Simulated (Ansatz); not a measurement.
# NH (imidogen): UCCSD(T)/6-311G(d,p)

Aim: the electronic atomisation energy of NH (imidogen) at UCCSD(T)/6-311G**, from 3 runs. 

The results are computed with Ansatz 0.2.0.

56 further runs of the same task are left out: 56 set aside as unsound or not needed.

**1. The molecule**

The species is NH (2 atoms), meant as a triplet with charge 0. As SMILES, `[NH]`. The bond length is the measured one.

Bond lengths: N1–H2 1.036 Å.

**2. A single-point energy at UCCSD(T)/6-311G(d,p)**

in.yaml reads:

```yaml
crystal:
  periodic: [false, false, false]
  atoms:
    - {symbol: "N", position_ang: [0.000000, 0.000000, 0.000000]}
    - {symbol: H, position_ang: [0.000000, 0.000000, 1.036210]}
basis:
  gaussian: {orbitals: 6-311G_st__st_.json}
magnetization: {spin_polarized: true, initial_magnetization: 2}
correlation: {method: ccsd_t, frozen_orbitals: {H: 0, "N": 1}}
accuracy: high
scf: {omitted_lower_state_checks: [cluster_reference, increment]}
```

The basis set 6-311G** is read from a file made from the Basis Set Exchange's data (not shown).

Started as:

```console
ansatz run in.yaml --threads 1 --pin off --max-ram 2610MiB --events-out events.jsonl --progress --plain --runs-dir runs
```

Output, shortened:

```text
Warning: RAYON_NUM_THREADS=1 ignored (pool sized by the plan → 1); use --threads N
Functional definition: HF
  name "HF"
[...]
357 factors; integrals over basis functions are off by at most 3.4e-9 eV
[...]
mean field -1495.97141682 eV, -54.9759355622 hartree, gradient 2.3e-8 eV, S^2 2.014491; 0 other end points of the search recorded, 0 dependent functions left out
1 core orbitals not correlated: weight in the atoms' cores, before any rotation towards them, 1.000 or more for the frozen orbitals, at most 0.000 for the correlated occupied ones
reference -1495.97141682 eV, -54.9759355622 hartree; 4, 2 occupied and 19, 21 virtual orbitals, 357 factors
second order -3.05753869 eV of doubles, -0.00000000 eV of singles
cycle   1  -3.43635130 eV  change   -3.8e-1 eV  update   3.4e-2
[...]
cycle  20  -3.56840033 eV  change  -2.8e-10 eV  update  3.8e-10
perturbative correction -0.05679786 eV, -0.0020872827 hartree
Total energy: -1499.59661501 eV, -55.1091591384 hartree
Checks for a lower state left out: cluster_reference, increment
```

It took 0.34 s on 1 thread of Arm Neoverse V1, shared host.

**3. The H atom: the energy at UHF/6-311G(d,p)**

molecule.yaml reads:

```yaml
crystal:
  periodic: [false, false, false]
  atoms:
    - {symbol: H, position_ang: [0.000000, 0.000000, 0.000000]}
basis:
  gaussian: {orbitals: 6-311G_st__st_.json}
magnetization: {spin_polarized: true, initial_magnetization: 1}
hamiltonian: {xc: hf}
accuracy: high
```

The basis set 6-311G** is read from a file made from the Basis Set Exchange's data (not shown).

Started as:

```console
ansatz run molecule.yaml --threads 1 --pin off --max-ram 2610MiB --events-out events.jsonl --progress --plain --runs-dir runs
```

Output:

```text
Warning: RAYON_NUM_THREADS=1 ignored (pool sized by the plan → 1); use --threads N
Functional definition: HF
  name "HF"
  exchange = exact_x
  correlation = 0
21 factors; integrals over basis functions are off by at most 2.5e-9 eV
mean field evaluation 1: about -13.5530 eV, gradient 1.7e0 eV
mean field evaluation 2: about -13.5530 eV, gradient 1.7e0 eV
mean field evaluation 4: about -13.6006 eV, gradient 3.0e-3 eV
mean field evaluation 8: about -13.6005 eV, gradient 1.7e-12 eV
mean field -13.60051793 eV, -0.4998098153 hartree, gradient 8.0e-8 eV, S^2 0.750000; 0 other end points of the search recorded, 0 dependent functions left out
reference -13.60051793 eV, -0.4998098153 hartree; 1, 0 occupied and 5, 6 virtual orbitals, 21 factors
Total energy: -13.60051793 eV, -0.4998098153 hartree
```

It took 0.04 s on 1 thread of Arm Neoverse V1, shared host.

**4. The N atom**

job.yaml reads:

```yaml
crystal:
  periodic: [false, false, false]
  atoms:
    - symbol: "N"
      position_ang: [0.000000, 0.000000, 0.000000]
basis:
  gaussian:
    orbitals: 6-311G_st__st_.json
magnetization:
  spin_polarized: true
  initial_magnetization: 3
correlation:
  method: ccsd_t
  frozen_orbitals: {"N": 1}
accuracy: high
scf:
  omitted_lower_state_checks: [cluster_reference, increment]
```

The basis set 6-311G** is read from a file made from the Basis Set Exchange's data (not shown).

Run the same way, it converges to -54.49142 Eh (log not shown).

**5. Results**

Level: UCCSD(T)/6-311G**, 1 core orbital frozen.

```
                                            quantity         value
                              molecule: total energy  -55.10916 Eh
molecule: correlation energy (1 core orbital frozen)    -133.2 mEh
                            molecule: (T) correction     -2.09 mEh
         molecule: ⟨S²⟩ of the reference determinant         2.014
                             molecule: T1 diagnostic         0.009
                                H atom: total energy   -0.49981 Eh
                                        H atom: ⟨S²⟩         0.750
                                N atom: total energy  -54.49142 Eh
  N atom: correlation energy (1 core orbital frozen)     -93.4 mEh
                              N atom: (T) correction     -0.84 mEh
           N atom: ⟨S²⟩ of the reference determinant         3.756
                               N atom: T1 diagnostic         0.004
                       electronic atomisation energy      3.209 eV
```

What this shows: Taking the molecule apart into free atoms costs 3.21 eV (310 kJ/mol), before zero-point energy and without spin-orbit coupling. The triples (molecule) make up 1.6 % of the correlation energy. The triples (N atom) make up 0.9 % of the correlation energy.
